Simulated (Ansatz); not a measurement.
# GaP: the cost of one run

Method: DFT r2SCAN, scalar-relativistic, plane waves, PAW, in Ansatz 0.2.0.

## Step 1: The starting structure

The structure is cubic, space group F-43m (No. 216). The conventional cell has a = 5.451 Å, b = 5.451 Å, c = 5.451 Å, α = 90.00°, β = 90.00°, γ = 90.00°. Ga (site symmetry -43m) is surrounded by 4 P at 2.36 Å. P (site symmetry -43m) is surrounded by 4 Ga at 2.36 Å.

Structure file:

```
CELL_PARAMETERS angstrom
0.00000 -2.72525 -2.72525
0.00000 2.72525 -2.72525
5.45050 0.00000 0.00000
ATOMIC_POSITIONS crystal
Ga 0.50000 0.50000 0.50000
Ga 0.00000 0.00000 0.00000
P 0.00000 0.50000 0.25000
P 0.50000 0.00000 0.75000
```

No relaxation comes first: the listed cell is the starting point.

## Step 2: The reference: the undisturbed cell on the scan's mesh

Contents of input.yaml:

```yaml
crystal:
  lattice:
    - [0.0, -2.72525, -2.72525]
    - [0.0, 2.72525, -2.72525]
    - [5.4505, 0.0, 0.0]
  atoms:
    - { symbol: Ga, position: [0.5, 0.5, 0.5] }
    - { symbol: Ga, position: [0.0, 0.0, 0.0] }
    - { symbol: P, position: [0.0, 0.5, 0.25] }
    - { symbol: P, position: [0.5, 0.0, 0.75] }
basis:
  ecutwfc: 500
kpoints:
  mp_grid: { grid: [8, 8, 6] }
hamiltonian:
  xc: r2scan
scf:
  occupations: { method: gaussian, width: 0.05 }
output:
  forces: true
  stress: true
  eigenvalues: true
```

Run with:

```console
ansatz run input.yaml --threads 2 --pin off --max-ram 5120MiB --backend cpu --events-out ev --progress --plain --runs-dir out
```

Q: Estimate wall time and peak memory on 2 threads of Intel Xeon at 2.50GHz (Skylake/Cascade Lake), shared host.

About 25 s, with a peak of 0.51 GiB.
